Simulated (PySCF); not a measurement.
# TlB+: bond curves at several levels of theory

An exercise on one series of results from a longer session: the logs are not shown, and one member is left open.

Program: PySCF 2.14.0. Level of theory: Tl aug-cc-pVDZ-PP with ECP60, B aug-cc-pVDZ, scalar-relativistic core potentials. These are calculated values, not measurements.

The first run:

A driver script around PySCF takes these settings:

| Item | Value |
| --- | --- |
| atoms | Tl, B |
| charge | 1 |
| basis | Tl aug-cc-pVDZ-PP with ECP60, B aug-cc-pVDZ |
| Hamiltonian | scalar-relativistic core potentials |
| basis functions | 55 |
| electrons treated | 25 |
| masses in u | 204.9744, 11.0093 |
| levels | PBE0, PBE, r²SCAN, revPBE, PW91, MN15, HF, MP2, SCS-MP2, CCSD, CCSD(T) |
| grid | 80 radial by 434 angular points |
| occupations | held fixed by the projection of orbital angular momentum |
| dissociation limit | Tl+ + B, each in its ground configuration |
| starting distance in angstrom | 2.345 |
| values of 2S to try | 1, 3 |

On the command line:

```sh
OMP_NUM_THREADS=1 python dia.py task.json out
```

Among the steps run: Set-up; First curve: PBE0; Higher solutions at PBE0; PBE; r²SCAN (meta-GGA); revPBE (GGA); PW91; MN15 (hybrid meta-GGA); UHF; Adding correlation.

One of the session's tables, all rows but one given; the rest of the session is left out.

Energy (eV) from each level's lowest point:

```
R (Å)    UHF  UHF-MP2  UHF-SCS-MP2  UHF-CCSD  UHF-CCSD(T)
2.661  0.300    0.203        0.233       n/a          n/a
2.785  0.167    0.097        0.119     0.111        0.102
2.908      ?        ?            ?         ?            ?
3.001  0.042    0.011        0.020     0.017        0.014
3.094  0.017    0.000        0.005     0.003        0.002
3.187  0.004    0.000        0.000     0.000        0.000
3.311  0.000    0.011        0.006     0.007        0.009
3.465  0.009    0.037        0.027     0.029        0.034
3.651  0.033    0.078        0.063     0.066        0.073
3.898  0.074    0.138        0.117       n/a          n/a
```

**Question.** Estimate the row for R (Å) = 2.908.

Worked estimate for «UHF». A straight line through the neighbours (2.785, 0.167) and (3.001, 0.042) gives 0.167 + (0.042 − 0.167) × (2.908 − 2.785) / (3.001 − 2.785) = 0.096; a parabola fitted to 4 rows on both sides gives 0.081.

**Answer.** UHF: 0.082; UHF-MP2: 0.036; UHF-SCS-MP2: 0.050; UHF-CCSD: 0.045; UHF-CCSD(T): 0.039. In «UHF» the line misses by +0.014 and the parabola by -0.001.
